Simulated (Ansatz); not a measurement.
Below is the output of a Python script on Ansatz's Python interface that makes a ladder of methods at one geometry of ClFH5PSi2, SMILES F[SiH](Cl)P[SiH3]. Write a script that gives it. Level of theory (for the species named): LC-wPBE, def2-SVP basis, multiplicity 1. The script varies functional: lc_wpbe, cam_b3lyp, r2scan, lda, hf, blyp.

```xyz
10

F    -1.8798    0.5781    1.2554
Si   -0.3526    0.4489    1.4336
Cl    0.0355    0.1679    3.4025
P     0.4211   -1.2878    0.3006
Si   -0.0241   -0.3259   -1.6477
H     0.3553    1.7013    1.0075
H     1.7599   -1.0433    0.3981
H    -1.4428   -0.1398   -1.8592
H     0.6584    1.0153   -1.6111
H     0.5524   -1.1659   -2.6768
```

Running `python run_methods.py` prints:
```text
functional    E (Ha)        dipole (D)   HOMO (eV)  LUMO (eV)
lc_wpbe      -1482.506387     2.006     -10.093      1.966
cam_b3lyp    -1482.974244     1.818      -8.682      0.990
r2scan       -1482.830137     1.843      -6.644     -0.858
lda          -1477.226983     1.699      -6.383     -1.251
hf           -1480.046066     2.133     -10.036      3.256
blyp         -1482.926386     1.530      -6.110     -0.777
```

One script that gives this output:

Script `run_methods.py`:
```python
'''One geometry of ClFH5PSi2, method by method.'''

from pathlib import Path

import ansatz as az
import numpy as np


def main() -> None:
    geometry_ang = [
        ('F', [-1.8798, 0.5781, 1.2554]),
        ('Si', [-0.3526, 0.4489, 1.4336]),
        ('Cl', [0.0355, 0.1679, 3.4025]),
        ('P', [0.4211, -1.2878, 0.3006]),
        ('Si', [-0.0241, -0.3259, -1.6477]),
        ('H', [0.3553, 1.7013, 1.0075]),
        ('H', [1.7599, -1.0433, 0.3981]),
        ('H', [-1.4428, -0.1398, -1.8592]),
        ('H', [0.6584, 1.0153, -1.6111]),
        ('H', [0.5524, -1.1659, -2.6768]),
    ]
    mol = az.Crystal.molecule()
    for symbol, xyz in geometry_ang:
        mol = mol.atom(symbol, xyz)

    calculation = (
        mol.calculation()
        .basis(gaussian='def2-SVP')
        .accuracy('medium')
    )

    print('functional    E (Ha)        dipole (D)   HOMO (eV)  LUMO (eV)')
    for name in ['lc_wpbe', 'cam_b3lyp', 'r2scan', 'lda', 'hf', 'blyp']:
        summary = calculation.functional(name).forces().orbitals().run(runs_dir='runs').report
        lines = Path(summary['orbitals_path']).read_text().splitlines()
        field_of = lambda key: [line.split('=')[1].strip() for line in lines if line.startswith(key)]
        orbitals = [(27.211386 * float(e), s, float(n)) for e, s, n in zip(field_of('Ene='), field_of('Spin='), field_of('Occup='))]
        homo = max(e for e, _, n in orbitals if n > 0.5)
        lumo = min(e for e, _, n in orbitals if n < 0.5)
        dipole = 4.803205 * np.linalg.norm(summary['charge_distribution']['dipole_moment_e_ang'])
        print(f'{name:10s} {summary["free_energy_ev"] / 27.211386246:14.6f} {dipole:9.3f} {homo:11.3f} {lumo:10.3f}')


if __name__ == '__main__':
    main()
```

Caveats:
- The settings weren't tested for convergence.
- The geometry is a force-field or estimated start, not a minimum of this method, and the basis set is short of its limit. A lower total doesn't mark the better method: functionals have no common bound, and MP2 and coupled cluster aren't variational.
- Levels such as HOMO and LUMO are orbital energies: with these approximate functionals they aren't the ionisation energy and electron affinity, and their gap isn't the fundamental gap.
- Timing: 31 s on 1 thread of Arm Neoverse V2 (shared host), peak memory 0.37 GiB.
